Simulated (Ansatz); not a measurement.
# TlSn: the cost of one run

Method: DFT PBEsol, scalar-relativistic, plane waves, PAW, in Ansatz 0.2.0.

1 further run of the same task is left out (set aside as unsound or not needed).

### 1 The starting structure

It takes space group P4/mmm (No. 123, tetragonal). The conventional cell has a = 3.309 Å, b = 3.309 Å, c = 5.014 Å, α = 90.00°, β = 90.00°, γ = 90.00°. Tl (site symmetry 4/mmm) is surrounded by 4 Tl at 3.31 Å and 8 Sn at 3.43 Å. Around Sn (site symmetry 4/mmm) lie 4 Sn at 3.31 Å and 8 Tl at 3.43 Å.

As a file:

```
CELL_PARAMETERS angstrom
3.30870 0.00000 0.00000
0.00000 3.30870 0.00000
0.00000 0.00000 5.01388
ATOMIC_POSITIONS crystal
Tl 0.00000 0.00000 0.00000
Sn 0.50000 0.50000 0.50000
```

It is the result of an earlier relaxation at this level (volume 27.44 Å³/atom; gap on the mesh: none (metal)).

### 2 Bulk reference on the slab's mesh

Input file input.yaml:

```yaml
crystal:
  lattice:
    - [3.3087047032, 0.0, 0.0]
    - [0.0, 3.3087047032, 0.0]
    - [0.0, 0.0, 5.013878]
  atoms:
    - { symbol: Tl, position: [0.0, 0.0, 0.0] }
    - { symbol: Sn, position: [0.5, 0.5, 0.5] }
basis:
  ecutwfc: 420
kpoints:
  mp_grid: { grid: [10, 10, 7] }
hamiltonian:
  xc: pbesol
scf:
  occupations: { method: gaussian, width: 0.1 }
output:
  forces: true
  stress: true
  eigenvalues: true
```

Command:

```sh
$ ansatz run input.yaml --threads 2 --pin off --max-ram 5632MiB --backend cpu --events-out ev --progress --plain --runs-dir out
```

**Question.** How long does this run take on 2 threads of AMD EPYC 9R14 (Zen 4), shared host, and how much memory does it need?

About 1.3 s, with a peak of 0.43 GiB.
